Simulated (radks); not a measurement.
# Valence configurations of Au⁺

NIST gives [Xe] 4f14 5d10 as the ground configuration of Au⁺. Does this level of theory agree? Several fillings of the valence shells are run.

Method: scalar-relativistic Kohn-Sham, r2SCAN, spin-polarised, spherical densities, finite nucleus; open shells are filled with parallel spins first. Code: radks (a radial shooting solver on a logarithmic mesh, Libxc functionals) version 1.

### 1 The system

* element: gold (Z = 79)
* charge: +1
* electrons: 78
* configuration: [Xe] 4f14 5d10
* nuclear rms radius: 5.4371 fm
* others tried: 4f14 5d8 6p2; 4f12 5d8 6p4; 4f14 5d9.5 6s0.5; 4f11 5d8 6s1 6p4; 4f14 5d9 6p1; 4f14 5d9.5 6p0.5; 4f14 5d7 6p3; 4f13.5 5d10 6s0.5; 4f14 5d7 6s1 6p2

Outer shells as boxes (Hund's rule):

Au⁺
```
[Xe] core
4f [↑↓][↑↓][↑↓][↑↓][↑↓][↑↓][↑↓]
5d [↑↓][↑↓][↑↓][↑↓][↑↓]
```

### 2 [Xe] 4f14 5d10

The run's settings:

```text
Z 79
configuration [Xe] 4f14 5d10
relativity scalar-relativistic
functional r2scan,r2scan
spin polarised
nucleus finite rms 5.4371 fm
c 137.035999084
```

### 3 [Xe] 4f14 5d8 6p2

Input: that of step 2 with these lines changed.

```diff
@@ -1,3 +1,3 @@
 Z 79
-configuration [Xe] 4f14 5d10
+configuration [Xe] 4f14 5d8 6p2
 relativity scalar-relativistic
```

### 4 [Xe] 4f12 5d8 6p4

Input: that of step 3 with these lines changed.

```diff
@@ -1,3 +1,3 @@
 Z 79
-configuration [Xe] 4f14 5d8 6p2
+configuration [Xe] 4f12 5d8 6p4
 relativity scalar-relativistic
```

### 5 [Xe] 4f14 5d9.5 6s0.5

Input: that of step 4 with these lines changed.

```diff
@@ -1,3 +1,3 @@
 Z 79
-configuration [Xe] 4f12 5d8 6p4
+configuration [Xe] 4f14 5d9.5 6s0.5
 relativity scalar-relativistic
```

### 6 [Xe] 4f11 5d8 6s1 6p4

The run's settings:

```text
Z 79
configuration [Xe] 4f11 5d8 6s1 6p4
relativity scalar-relativistic
functional r2scan,r2scan
spin polarised
nucleus finite rms 5.4371 fm
c 137.035999084
```

### 7 [Xe] 4f14 5d9 6p1

The run's settings:

```text
Z 79
configuration [Xe] 4f14 5d9 6p1
relativity scalar-relativistic
functional r2scan,r2scan
spin polarised
nucleus finite rms 5.4371 fm
c 137.035999084
```

### 8 [Xe] 4f14 5d9.5 6p0.5

Input: that of step 7 with these lines changed.

```diff
@@ -1,3 +1,3 @@
 Z 79
-configuration [Xe] 4f14 5d9 6p1
+configuration [Xe] 4f14 5d9.5 6p0.5
 relativity scalar-relativistic
```

### 9 [Xe] 4f14 5d7 6p3

The run's settings:

```text
Z 79
configuration [Xe] 4f14 5d7 6p3
relativity scalar-relativistic
functional r2scan,r2scan
spin polarised
nucleus finite rms 5.4371 fm
c 137.035999084
```

### 10 [Xe] 4f13.5 5d10 6s0.5

Input: that of step 9 with these lines changed.

```diff
@@ -1,3 +1,3 @@
 Z 79
-configuration [Xe] 4f14 5d7 6p3
+configuration [Xe] 4f13.5 5d10 6s0.5
 relativity scalar-relativistic
```

### 11 [Xe] 4f14 5d7 6s1 6p2

The run's settings:

```text
Z 79
configuration [Xe] 4f14 5d7 6s1 6p2
relativity scalar-relativistic
functional r2scan,r2scan
spin polarised
nucleus finite rms 5.4371 fm
c 137.035999084
```

**Question.** What will these runs give? Wanted: for each run, valence; E − E(NIST configuration); moment; highest level; its energy; 1s shift.

**Answer**, as computed:

```
          valence  E − E(NIST configuration) (eV)  moment (μB)  highest level  its energy (eV)  1s shift (eV)
        4f14 5d10                           0.000            0             5d          -15.465          +0.00
 4f14 5d9.5 6s0.5                           1.249            1          6s up          -14.014          -1.73
 4f14 5d9.5 6p0.5                           4.790            1          6p up           -7.446          -2.68
     4f14 5d9 6p1                           9.885            2          6p up           -8.535          -5.31
     4f14 5d8 6p2                          21.084            4          6p up          -10.479         -10.55
 4f14 5d7 6s1 6p2                          24.504            6          6p up          -11.364         -14.18
     4f14 5d7 6p3                          33.652            6          6p up          -12.095         -15.82
4f13.5 5d10 6s0.5                          40.250            1          6s up          -13.974          -7.87
     4f12 5d8 6p4                          234.94            6        6p down          -11.136         -48.44
 4f11 5d8 6s1 6p4                          353.31            8        6p down          -11.332         -66.88
```

In words: The NIST configuration is the lowest of those tried, 1.249 eV under 4f14 5d9.5 6s0.5. The energies are those of spherical high-spin densities, not of single terms. The 1s eigenvalue shifts by up to 66.88 eV as the valence charge is rearranged.
